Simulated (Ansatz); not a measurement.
**C₂H₄FNSi: up Jacob's ladder to CCSD(T)**

How much do the methods differ for C₂H₄FNSi? The plan is to run it at one geometry with functionals of several rungs and with coupled cluster. The yardstick is the atomisation energy at the CCSD(T) limit.

The runs use Ansatz 0.2.0, Gaussian basis; functionals in def2-TZVPP, the program's frozen cores in correlated methods.

Plan: LDA (SPW92), PBE-D4, revPBE-D4, BLYP-D4, r2SCAN-D4, B97M-V, PBE0-D4, B3LYP-D4, r2SCANh-D4, r2SCAN0-D4, HSE06-D4, BHLYP-D4, CAM-B3LYP-D4, LC-ωPBE, ωB97X-V, ωB97M-V, B2PLYP, PBE-QIDH; CCSD(T)/def2-SVP; CCSD(T)/def2-TZVPP; MP2/def2-QZVPP; extrapolation to the limit; RPA on PBE.

## (1) The geometry

All runs share one geometry, relaxed beforehand with PBE0-D4 in a triple-zeta def2 set.

9 atoms, charge 0, spin multiplicity 1.

Atoms are counted from 1 here; the program's logs count them from 0.

Bond lengths: N1–C2 1.218 Å, N1–H6 1.020 Å, C2–C3 1.315 Å, C3–F4 1.361 Å, C3–Si5 1.859 Å, Si5–H7 1.485 Å, Si5–H8 1.486 Å, Si5–H9 1.483 Å. Angles: C2–N1–H6 116.1°, N1–C2–C3 173.0°, C2–C3–F4 118.8°, C2–C3–Si5 122.5°, F4–C3–Si5 118.6°, C3–Si5–H7 110.3°, C3–Si5–H8 110.4°, C3–Si5–H9 106.4°, H7–Si5–H8 108.8°, H7–Si5–H9 110.6°, H8–Si5–H9 110.4°.

## (2) LDA

This LDA is Slater exchange with PW92 correlation.

in.yaml

```yaml
crystal:
  periodic: [false, false, false]
  atoms:
    - {symbol: N, position_ang: [1.052553, 2.214208, -0.091283]}
    - {symbol: C, position_ang: [0.660828, 1.109399, -0.421222]}
    - {symbol: C, position_ang: [0.329814, -0.141225, -0.657838]}
    - {symbol: F, position_ang: [0.652580, -0.689496, -1.861287]}
    - {symbol: Si, position_ang: [-0.580646, -1.185976, 0.580843]}
    - {symbol: H, position_ang: [0.427500, 2.992584, -0.298923]}
    - {symbol: H, position_ang: [0.222986, -2.384205, 0.932622]}
    - {symbol: H, position_ang: [-1.884743, -1.630826, 0.025601]}
    - {symbol: H, position_ang: [-0.792369, -0.330762, 1.774387]}
basis:
  gaussian: {orbitals: def2-TZVPP}
hamiltonian: {xc: lda}
output: {orbitals: {seedname: orbitals}}
```

Run with:

```sh
> ansatz run in.yaml --threads 2 --pin off --events-out ev --progress --plain --max-ram 4352MiB
```

Further steps of the session: PBE-D4 (GGA); revPBE-D4 (GGA); BLYP-D4 (GGA); r2SCAN-D4 (meta-GGA); B97M-V (meta-GGA); B3LYP-D4 (hybrid); r2SCANh-D4 (hybrid); r2SCAN0-D4 (hybrid); HSE06-D4 (hybrid); BHLYP-D4 (hybrid); CAM-B3LYP-D4 (range-separated); LC-ωPBE (range-separated); ωB97X-V (range-separated); ωB97M-V (range-separated); B2PLYP (double hybrid); PBE-QIDH (double hybrid); CCSD(T) in def2-SVP; CCSD(T) in def2-TZVPP; MP2 in def2-QZVPP; RPA on PBE orbitals.

**Question.** What will the summary of the whole plan be? Wanted: atomisation energy, CCSD(T)/CBS; farthest beyond LDA; mean size of error, GGA; mean size of error, meta-GGA; mean size of error, hybrid; mean size of error, range-separated; mean size of error, double hybrid; gap, smallest and largest; T1 diagnostic.

As calculated:

```
                               quantity                                      value
        atomisation energy, CCSD(T)/CBS                             796.0 kcal/mol
functionals within 4.0 kcal/mol (0.5 %)                r2SCANh-D4, LC-ωPBE, B2PLYP
                    farthest beyond LDA                    PBE-D4 (+33.9 kcal/mol)
                mean size of error, GGA                              19.7 kcal/mol
           mean size of error, meta-GGA                               6.9 kcal/mol
             mean size of error, hybrid                              11.5 kcal/mol
    mean size of error, range-separated                               6.0 kcal/mol
      mean size of error, double hybrid                               4.9 kcal/mol
              gap, smallest and largest  3.13 eV (LDA (SPW92)), 10.56 eV (LC-ωPBE)
                          T1 diagnostic                                     0.0146
triples share of the correlation energy                                      4.2 %
```

What this shows: The LDA atomisation energy is off by 141.4 kcal/mol (18 %): it overbinds. PBE-D4 misses by +33.9 kcal/mol. Double hybrids carry the basis error of their MP2 part in triple zeta, and no dispersion term here, so their miss is partly the set-up's. Taken by rung, double hybrid functionals do best (4.9 kcal/mol on average) and GGA ones worst beyond LDA (19.7 kcal/mol). The gap between the best rungs is small, so their order is not settled. Misses under about 4.0 kcal/mol are within the doubt on the reference itself, which lacks core-valence correlation, relativity and higher excitations. Hartree-Fock recovers 68 % of the binding; the rest is correlation. CCSD(T) in def2-SVP is off by -49.1 kcal/mol, which most functionals beat. The gap grows from 3.1 to 10.6 eV across the functionals, mostly with the share of exact exchange.
